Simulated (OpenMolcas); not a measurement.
# BCl2F (dichlorofluoroborane): HF/ANO-R3 (DKH3, RICD fitting)

Aim: the energy change on altering one bond length of BCl2F (dichlorofluoroborane) at HF/ANO-R3 (DKH3, RICD fitting), from 2 runs. 

The results are computed with OpenMolcas 26.06.

## 1. The system as given

BCl2F has 4 atoms, charge 0, and is taken as a singlet. As SMILES, `FB(Cl)Cl`. The shape is that of a PBE0-D4/def2-TZVP optimisation.

Bond lengths: F1–B2 1.310 Å, B2–Cl3 1.739 Å, B2–Cl4 1.739 Å. Angles: F1–B2–Cl3 119.3°, F1–B2–Cl4 119.3°, Cl3–B2–Cl4 121.5°.

## 2. The energy at HF/ANO-R3 (DKH3, RICD fitting)

Input file job.input:

```
&GATEWAY
 Coord
 4
 angstrom
 F        0.114370      -1.165320      -0.781190
 B        0.007910      -0.080610      -0.054040
 Cl      -1.549540       0.373780       0.571420
 Cl       1.427260       0.872140       0.263810
 Basis
 ANO-R3
 Group
 NoSym
 RICD

&SEWARD
 Relativistic
 R03O02
 Expert

&SCF
 PrOrbitals
 1 1
```

Command:

```
$ export MOLCAS_MEM=1860
$ pymolcas job.input > job.log
```

The log of the run:

```text
--- Start Module: gateway ---
[...]
--- Stop Module: gateway /rc=_RC_ALL_IS_WELL_ ---
[...]
--- Start Module: seward ---
[...]
 ###    WARNING:  EXPERT option is ON!                                       ###
 ###############################################################################
               SEWARD will generate:
[...]
      Basis functions          208
--- Stop Module: seward /rc=_RC_ALL_IS_WELL_ ---
[...]
--- Start Module: scf ---
[...]
       Convergence after  11 Iterations
[...]
::    Total SCF energy                              -1046.2826980175
[...]
      Total spin, S                                     0.0000000000
[...]
      Total electronic charge=   48.000000
      Total            charge=   -0.000000
[...]
      Dipole Moment (debye):
      Origin of the operator (angstrom)=   -0.0202    0.2055    0.1378
                   X= -2.8126E-02               Y=  2.8653E-01               Z=  1.9207E-01           Total=  3.4610E-01
      Quadrupole Moment (debye*angstrom):
[...]
--- Stop Module: scf /rc=_RC_ALL_IS_WELL_ ---
[...]
```

Run time: 56 s. Hardware: 1 thread of Arm Neoverse V2, shared host; peak memory 0.42 GiB.

## 3. The distorted shape, same level

Input file job.inp:

```
&gateway
coord
4
angstrom
F        0.893135      -1.392527      -1.093936
B        0.786675      -0.307817      -0.366786
Cl      -1.549540       0.373780       0.571420
Cl       2.206025       0.644933      -0.048936
basis=ANO-R3
group=NoSym
ricd
&seward
relativistic=R03O02
expert
&scf
prorbitals=1 1
```

Command:

```
$ export MOLCAS_MEM=1860
$ pymolcas job.inp > job.log
```

The log of the run:

```text
--- Start Module: gateway ---
[...]
--- Stop Module: gateway /rc=_RC_ALL_IS_WELL_ ---
[...]
--- Start Module: seward ---
[...]
 ###    WARNING:  EXPERT option is ON!                                       ###
 ###############################################################################
               SEWARD will generate:
[...]
      Basis functions          208
--- Stop Module: seward /rc=_RC_ALL_IS_WELL_ ---
[...]
--- Start Module: scf ---
[...]
       Convergence after  12 Iterations
[...]
::    Total SCF energy                              -1046.1658876998
[...]
      Total spin, S                                     0.0000000000
[...]
      Total electronic charge=   48.000000
      Total            charge=   -0.000000
[...]
      Dipole Moment (debye):
      Origin of the operator (angstrom)=    0.4861    0.0578   -0.0655
                   X=  3.9404E+00               Y= -4.3286E-01               Z= -1.1169E+00           Total=  4.1184E+00
      Quadrupole Moment (debye*angstrom):
[...]
--- Stop Module: scf /rc=_RC_ALL_IS_WELL_ ---
[...]
```

Wall time 58 s (1 thread of Arm Neoverse V2, shared host); peak memory 0.42 GiB.

## 4. Summary of results

At HF/ANO-R3 (DKH3, RICD fitting):

| quantity | value |
| --- | --- |
| first shape: total energy | -1046.28270 Eh |
| first shape: dipole moment | 0.35 D |
| first shape: HOMO energy | -12.84 eV |
| first shape: LUMO energy | 2.83 eV |
| first shape: HOMO–LUMO gap | 15.67 eV |
| distorted shape: total energy | -1046.16589 Eh |
| distorted shape: dipole moment | 4.12 D |
| distorted shape: HOMO energy | -11.64 eV |
| distorted shape: LUMO energy | -0.02 eV |
| distorted shape: HOMO–LUMO gap | 11.62 eV |
| energy change with the B2–Cl3 bond stretched from 1.739 to 2.608 Å | 3.179 eV |

What this shows: With the B2–Cl3 bond stretched from 1.739 to 2.608 Å the energy rises by 3.18 eV (73 kcal/mol). The first shape isn't relaxed at this level, so the change isn't measured from a minimum. Mulliken charges (first shape) run from -0.24 on F1 to +0.39 on B2.
